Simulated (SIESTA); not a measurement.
KHf2BiO6:

```
CELL_PARAMETERS angstrom
0.00000 4.13123 4.13123
4.13123 0.00000 4.13123
4.13123 4.13123 0.00000
ATOMIC_POSITIONS crystal
Bi 0.00000 0.00000 0.00000
Hf 0.75000 0.75000 0.75000
Hf 0.25000 0.25000 0.25000
K 0.50000 0.50000 0.50000
O 0.00000 0.50000 0.00000
O 0.50000 0.00000 0.50000
O 0.50000 0.00000 0.00000
O 0.00000 0.50000 0.50000
O 0.00000 0.00000 0.50000
O 0.50000 0.50000 0.00000
```

The cell comes from a database or a generator and needn't be the stable form of this composition.

- Program: SIESTA 5.4.2
- Task: single point
- Functional: PBE
- Potentials or basis: PseudoDojo 0.4 standard (PBE files)
- Basis: DZP (energy shift 0.003 Ry; two zetas on semicore shells; d shell added on K)
- Grid cutoff: 800 Ry
- Energy shift: 0.003 Ry
- k mesh: 6 × 6 × 6
- Occupations: fermi-dirac, width 0.05 eV
- Spin: no spin polarisation

On this cell: pressure 2.8 GPa; largest force zero by symmetry; band gap on the k mesh 0.81 eV, indirect (least direct gap 0.86 eV).

The same run follows on a disturbed copy (atoms moved at random, drawn with an rms of 0.05 Å):

```xyz
10
Lattice="0.0000 4.1312 4.1312 4.1312 0.0000 4.1312 4.1312 4.1312 0.0000" Properties=species:S:1:pos:R:3 pbc="T T T"
Bi   -0.0164   -0.0251   -0.0421
Hf    6.2016    6.1692    6.2079
Hf    2.1234    2.0839    2.1040
K     4.1106    4.1165    4.1109
O     2.1032   -0.0261    2.0990
O     2.1076    4.1771    2.0461
O     0.0058    2.0861    2.0753
O     4.1168    2.0922    2.0212
O     2.0809    2.0931    0.0150
O     2.0742    2.0214    4.1306
```

Question: What changes?

Answer: The energy moves by +10.8 meV/atom; pressure 3.3 GPa; largest force 1.618 eV/Å; band gap on the k mesh 0.71 eV, indirect (least direct gap 0.86 eV).

Forces in eV/Å, atoms in the order of the input:
```
Bi  -0.500 -0.351 -0.117
Hf   0.274  0.954  0.141
Hf  -1.363 -0.519 -0.700
K    0.159  0.059  0.111
O    0.158  0.790  0.037
O   -0.108 -1.331  0.166
O    0.421  0.203  0.162
O    0.910  0.067  0.009
O   -0.059 -0.060 -0.004
O    0.104  0.184  0.195
```

Stress tensor (GPa, compression positive):
```
 3.28 -0.41 -0.52
-0.41  3.51 -0.57
-0.52 -0.57  2.97
```

Caveats: short orbitals over semicore shells can move pressures by several GPa; spin-orbit coupling is left out, which as a rule narrows the gap of such compounds by several tenths of an eV; the basis of atomic orbitals isn't converged, which shifts pressures, moduli and gaps.

A k mesh can miss the band edges.
